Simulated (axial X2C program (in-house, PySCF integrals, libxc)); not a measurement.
# A two-component session on TiN: properties at the nuclei

Aim: properties at the nuclei of TiN, with spin–orbit coupling in the Hamiltonian from the start.

Program: an in-house X2C program for linear molecules on PySCF integrals. Level of theory: two-component X2C with atomic mean-field terms, Ti dyall-cv3z, N dyall-av3z. These are calculated values, not measurements.

## (1) Input

File task.json:

```json
{
 "zs": [
  22,
  7
 ],
 "q": 0,
 "bas": [
  "dyall-cv3z",
  "dyall-av3z"
 ],
 "r0": 1.77,
 "levels": [
  "PBE0",
  "HF",
  "BP86",
  "B3LYP",
  "TPSSh"
 ],
 "nst": 3
}
```

Keys: zs atomic numbers; q charge; bas basis sets; r0 starting distance in Å; levels methods (HF also brings MP2); nst determinants followed.

Launch:

```
$ python soeom.py task.json out
```

The runs that follow: Expectation values, lowest determinant; Expectation values, a higher determinant; Expectation values, a higher determinant.

**Question.** What will these runs give? Wanted: lowest determinant; Eeff magnitude; Ws magnitude Ti; A∥/gI Ti; qzz Ti; higher determinant (for each run or level that gives them).

**Answer**, as computed:

```
                                        quantity                                    value
                              lowest determinant  Ω = 1/2 (excess of +ω over −ω: ω = 1/2)
                    Eeff magnitude (GV/cm), PBE0                                    0.415
                     Ws magnitude Ti (kHz), PBE0                                    0.316
                            A∥/gI Ti (MHz), PBE0                                     1800
                             qzz Ti (a.u.), PBE0                                    -1.96
                              higher determinant  Ω = 3/2 (excess of +ω over −ω: ω = 3/2)
Eeff magnitude (GV/cm), PBE0, higher determinant                                   0.0889
 Ws magnitude Ti (kHz), PBE0, higher determinant                                   0.0221
        A∥/gI Ti (MHz), PBE0, higher determinant                                      382
         qzz Ti (a.u.), PBE0, higher determinant                                    -0.27
                              higher determinant  Ω = 5/2 (excess of +ω over −ω: ω = 5/2)
Eeff magnitude (GV/cm), PBE0, higher determinant                                    0.088
 Ws magnitude Ti (kHz), PBE0, higher determinant                                   0.0132
        A∥/gI Ti (MHz), PBE0, higher determinant                                     11.8
         qzz Ti (a.u.), PBE0, higher determinant                                    -0.27
```

In the first state, the effective field runs from 0.386 to 0.906 GV/cm over the mean-field levels, so the levels don't agree on it. The expectation values come from single determinants, which for open shells can mix terms of unlike spin or miss the lowest Ω, so a determinant need not be a state. Eeff is the effective electric field on the electron dipole moment in this Ω state and Ws the scalar–pseudoscalar constant (defined with the proton number Z and per Ω); A∥ is the parallel hyperfine constant, which follows by multiplying with the nuclear g factor gI = μI/(I μN); qzz is the electric field gradient, eQq0 = 234.96 MHz × Q/barn × qzz; μ is positive if N is the positive end. The operators were transformed with the bare-nucleus X2C matrices.
